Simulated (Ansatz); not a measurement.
Working through vertical spin-state energies of C2H8BN, SMILES CBNC

Program: the Python package of Ansatz (0.2.0).

Notebook, run cell by cell (the value of a cell's last expression is shown):

```python
import ansatz as az
```

```python
mol = (
    az.Crystal.molecule()
    .atom('C', (-1.7593, 0.6484, 0.0459))
    .atom('B', (-0.2676, 0.594, 0.3829))
    .atom('N', (0.3822, -0.7684, 0.4511))
    .atom('C', (1.579, -0.8316, -0.5107))
    .atom('H', (-2.3936, 0.1352, 0.7792))
    .atom('H', (-1.9893, 0.263, -0.9667))
    .atom('H', (-2.0958, 1.7594, 0.0287))
    .atom('H', (0.3944, 1.5999, 0.5837))
    .atom('H', (0.8345, -0.8323, 1.4634))
    .atom('H', (2.278, -0.0624, -0.284))
    .atom('H', (1.9816, -1.8374, -0.4137))
    .atom('H', (1.1328, -0.723, -1.5258))
)
```

```python
base = (
    mol.calculation()
    .basis(gaussian='6-31G')  # the orbital basis, by name
    .functional('b3lyp')
)
found = {}
for unpaired in [0, 2, 4]:
    rep = base.spin('collinear', total=unpaired).run(threads=1, backend='cpu').report
    s = unpaired / 2
    found[unpaired] = rep['free_energy_ev']
    print(f'2S+1 = {unpaired + 1}: E = {found[unpaired]:.5f} eV, <S^2> = {abs(rep["mean_field"]["state"]["spin_squared"]):.3f} (pure state {s * (s + 1):.2f})')
lowest = min(found, key=found.get)
for unpaired, e in found.items():
    print(f'multiplicity {unpaired + 1}: {96.485332 * (e - found[lowest]):.1f} kJ/mol above the lowest')
```

    2S+1 = 1: E = -4369.31202 eV, <S^2> = 0.000 (pure state 0.00)
    2S+1 = 3: E = -4365.51596 eV, <S^2> = 2.004 (pure state 2.00)
    2S+1 = 5: E = -4357.13860 eV, <S^2> = 6.004 (pure state 6.00)
    multiplicity 1: 0.0 kJ/mol above the lowest
    multiplicity 3: 366.3 kJ/mol above the lowest
    multiplicity 5: 1174.6 kJ/mol above the lowest

In order: multiplicity 1 (+0.00 eV), multiplicity 3 (+3.80 eV) and multiplicity 5 (+12.17 eV), all at the one geometry.

Notes:
- These settings explore the input space; basis and method may be short of convergence.
- The geometry is a force-field or estimated start, not a minimum of this method, and the basis set is short of its limit. All parts are taken at fixed geometry, without zero-point energy.
- b3lyp holds the VWN-RPA fit, as in Gaussian; the form of ORCA and Turbomole is b3lyp5.
- Hardware and time: 10 s on 1 thread of Arm Neoverse V2, on a shared host, peak memory 0.21 GiB.
